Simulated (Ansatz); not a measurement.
The system is Hf2Pd2Se2Br2O3.

```
CELL_PARAMETERS angstrom
3.72613 0.00000 0.00000
-1.86306 3.22692 0.00000
0.00000 0.00000 17.00867
ATOMIC_POSITIONS crystal
Hf 0.66667 0.33333 0.93385
Hf 0.33333 0.66667 0.06615
Pd 0.00000 0.00000 0.30298
Pd 0.00000 0.00000 0.69702
Se 0.33333 0.66667 0.22649
Se 0.66667 0.33333 0.77351
Br 0.66667 0.33333 0.39862
Br 0.33333 0.66667 0.60138
O 0.33333 0.66667 0.92689
O 0.66667 0.33333 0.07311
O 0.00000 0.00000 0.00000
```

The cell was built by a generator and needn't be a form met in nature.

Base run:

| Quantity | Value |
| --- | --- |
| Program | Ansatz 0.2.0 |
| Functional | PBE |
| Potentials or basis | PseudoDojo standard (PBE files) |
| Cutoff | 1170 eV |
| Density cutoff | 4680 eV |
| k mesh | 8 × 8 × 2 |
| Occupations | fermi-dirac, width 0.05 eV |
| Spin | no spin polarisation |

Its results: band gap on the k mesh none (metal or under the smearing width); pressure -0.4 GPa; largest force 0.094 eV/Å.

Task: The run is repeated on the same cell with these changes: potentials or basis from PseudoDojo standard (PBE files) to Ansatz NC; cutoff from 1170 eV to 1240 eV; density cutoff from 4680 eV to 4960 eV; valence electrons from 124 to 152. What comes out?

Result: Band gap on the k mesh none (metal or under the smearing width); pressure 0.0 GPa; largest force 0.037 eV/Å.

Caveats: this functional lacks dispersion, which binds the layers, so the pressure and a relaxed spacing across them are unreliable.

Not every run made on this cell is shown here.
